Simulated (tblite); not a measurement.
# C5H9O2PSi2: the cost of one run

Programs: tblite 0.8.0 and PySCF 2.14.0, with density-fitted response routines of our own. Each step states its level of theory. These are calculated values for one molecule in the gas phase, unless marked as measured. Atoms are numbered from 0 throughout.

### Step 1. The starting structure

19 atoms, charge 0, multiplicity 1; geometry from: force field or distance geometry start.

Bonds of the start (Å): C0–C1 1.47, C1–C2 1.21, C2–C3 1.45, C3–O4 1.26, C3–C5 1.45, C5–O6 1.27, C5–Si7 1.84, Si7–Si8 2.22, Si8–P9 2.18, C0–H10 1.10, C0–H11 1.11, C0–H12 1.14, Si7–H13 1.47, Si7–H14 1.48, Si8–H15 1.47, Si8–H16 1.48, P9–H17 1.43, P9–H18 1.43.

### Step 2. Relaxing the molecule with GFN2-xTB

Job settings and geometry (Å):

```
{"job": {"kind": "relax", "xc": "GFN2-xTB", "basis": "xTB"}, "charge": 0, "multiplicity": 1}
C     -4.134400     0.001100     2.012000
C     -2.903500    -0.226700     1.250400
C     -1.880500    -0.441500     0.636800
C     -0.686300    -0.681000    -0.152800
O     -0.067700    -1.777700    -0.045600
C     -0.273900     0.405300    -1.021000
O     -0.955500     1.479700    -1.053200
Si     1.216900     0.339500    -2.091200
Si     3.094500    -0.102100    -0.983300
P      3.497700     1.358000     0.587400
H     -3.844000     0.176800     3.061000
H     -4.784300    -0.885600     1.863900
H     -4.655100     0.942500     1.649500
H      1.071600    -0.714500    -3.110600
H      1.309300     1.636200    -2.798200
H      3.009000    -1.492300    -0.501100
H      4.214400    -0.018300    -1.953500
H      2.367700     2.113500     1.022500
H      4.394100     0.926700     1.619400
```

Run with:

```sh
$ OMP_NUM_THREADS=1 python probes_run.py task.json out
```

The driver reads the jobs from task.json and runs them one after another.

**Question.** How long does this first job take on 1 thread of Arm Neoverse V1, shared host, and how much memory does it need?

About 2.9 s, with a peak of 0.18 GiB.
